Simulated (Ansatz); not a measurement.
# K2HBr: the cost of one run

Method: DFT PBE, scalar-relativistic, plane waves, PAW, unless a step names another level, in Ansatz 0.2.0.

1 further run of the same task is left out (set aside as unsound or not needed).

**1. The system as given**

Symmetry: P-6m2, No. 187, hexagonal system. The conventional cell has a = 4.315 Å, b = 4.315 Å, c = 7.716 Å, α = 90.00°, β = 90.00°, γ = 120.00°. Around K (site symmetry 3m) lie 3 H at 3.04 Å and 3 Br at 3.27 Å and 1 K at 3.47 Å. H (site symmetry -6m2) has 6 K at 3.04 Å as nearest neighbours. Around Br (site symmetry -6m2) lie 6 K at 3.27 Å.

Structure file:

```cif
data_structure
_symmetry_space_group_name_H-M 'P-6m2'
_symmetry_Int_Tables_number 187
_cell_length_a 4.3146
_cell_length_b 4.3146
_cell_length_c 7.7164
_cell_angle_alpha 90.000
_cell_angle_beta 90.000
_cell_angle_gamma 120.000
_cell_volume 124.40
loop_
_atom_site_label
_atom_site_type_symbol
_atom_site_symmetry_multiplicity
_atom_site_Wyckoff_symbol
_atom_site_fract_x
_atom_site_fract_y
_atom_site_fract_z
_atom_site_occupancy
K1 K 2 i 0.66667 0.33333 0.27512 1
H1 H 1 d 0.33333 0.66667 0.50000 1
Br1 Br 1 a 0.00000 0.00000 0.00000 1
```

The cell was relaxed beforehand at this level, from a generated guess; it needn't be the stable form of this composition. At a tolerance of 0.02 Å it has space group P-6m2 (No. 187); it has 31.10 Å³/atom, an uncorrected energy of -0.92 eV/atom over the elements and, on its mesh, gap 3.32 eV.

**2. Band edges anywhere in the zone**

Input file input.yaml:

```yaml
crystal:
  lattice:
    - [4.3146402534, 0.0, 0.0]
    - [-2.1573201267, 3.7365880677, 0.0]
    - [0.0, 0.0, 7.7164465363]
  atoms:
    - { symbol: K, position: [0.6666666667, 0.3333333333, 0.2751168571] }
    - { symbol: K, position: [0.6666666667, 0.3333333333, 0.7248831429] }
    - { symbol: H, position: [0.3333333333, 0.6666666667, 0.5] }
    - { symbol: Br, position: [0.0, 0.0, 0.0] }
basis:
  ecutwfc: 420
kpoints:
  mp_grid: { grid: [6, 6, 4] }
  band_path: { path: [VBM, CBM], npoints: 2 }
hamiltonian:
  xc: pbe
scf:
  occupations: { method: gaussian, width: 0.02 }
output:
  forces: false
  stress: false
  eigenvalues: true
checkpoint:
  read: start.run
  write: ck
  compress: false
  write_wavefunctions: false
  write_every: 100000
```

Launch:

```
> ansatz run input.yaml --threads 1 --pin off --max-ram 2048MiB --backend cpu --events-out ev --progress --plain --runs-dir out
```

What time and memory should one allow on 1 thread of Arm Neoverse V2, shared host?

About 12 s, with a peak of 0.3 GiB.
